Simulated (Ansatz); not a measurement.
The system is Ga3Se.

```xyz
4
Lattice="4.4325 0.0000 0.0000 0.0000 4.4325 0.0000 0.0000 0.0000 4.4325" Properties=species:S:1:pos:R:3 pbc="T T T"
Se    0.0000    0.0000    0.0000
Ga    2.2162    2.2162    0.0000
Ga    2.2162    0.0000    2.2162
Ga    0.0000    2.2162    2.2162
```

The cell comes from a database or a generator and needn't be the stable form of this composition.

Program: Ansatz 0.2.0. Alike in all runs: potentials or basis Ansatz PAW; no spin polarisation; cell as given; cutoff (eV) 420; smearing fermi-dirac 0.05 eV.

**Question.** Order these runs on this cell by their pressure, lowest first.
A. level RPBE; k mesh 4 × 4 × 4
B. level PBE; k mesh 6 × 6 × 6
C. level BLYP; k mesh 4 × 4 × 4
D. level PBEsol; k mesh 4 × 4 × 4

**Answer.** D (-3.2 GPa), B (-0.6 GPa), A (1.5 GPa), C (4.7 GPa).

Caveats: the PAW data sets come from PBE, with cores solved anew for the run's functional, which leaves a small shift of forces and pressure (some runs); the potentials were made for another functional, which shifts forces and pressure (some runs).

Not every run made on this cell is shown here.
